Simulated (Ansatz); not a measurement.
# Ge2HN: the cost of one run

Method: the settings change from run to run; program: Ansatz 0.2.0, Gaussian basis.

22 further runs of the same task are left out: 2 for a known fault of the program, 10 that didn't finish, 10 set aside as unsound or not needed. Runs told in other sessions of the task aren't counted.

## 1. What is computed

The geometry is a PBE0/def2-TZVP stationary point (not a proven minimum) of the parent state, kept for this charge and spin. No spin-orbit coupling is included. The filled d shell of Ge may be among the frozen orbitals whatever the setting's name suggests.

4 atoms, charge 0, spin multiplicity 3.

Atoms are counted from 1 here; the program's logs count them from 0.

Bond lengths: Ge1–N2 1.830 Å, N2–Ge3 1.830 Å, N2–H4 1.049 Å. Angles: Ge1–N2–Ge3 168.7°, Ge1–N2–H4 95.7°, Ge3–N2–H4 95.6°.

## 2. CCSD/cc-pVDZ

in.yaml

```yaml
crystal:
  periodic: [false, false, false]
  atoms:
    - {symbol: Ge, position_ang: [-0.000028, -0.352334, 1.821429]}
    - {symbol: N, position_ang: [0.000727, -0.172227, 0.000023]}
    - {symbol: Ge, position_ang: [-0.000028, -0.352335, -1.821391]}
    - {symbol: H, position_ang: [-0.000672, 0.876896, -0.000060]}
basis:
  gaussian: {orbitals: cc-pVDZ}
magnetization: {spin_polarized: false, initial_magnetization: 2}
hamiltonian: {xc: {name: B3LYP}}
correlation: {method: ccsd, electrons: outside_noble_gas}
scf: {omitted_lower_state_checks: [cluster_reference]}
```

Command:

```bash
$ ansatz run in.yaml --threads 1 --pin off --events-out ev --progress --plain --max-ram 2393MiB
```

**Question.** How long does this run take on 1 thread of Arm Neoverse V1, shared host, and how much memory does it need?

About 28 s, with a peak of 0.26 GiB.
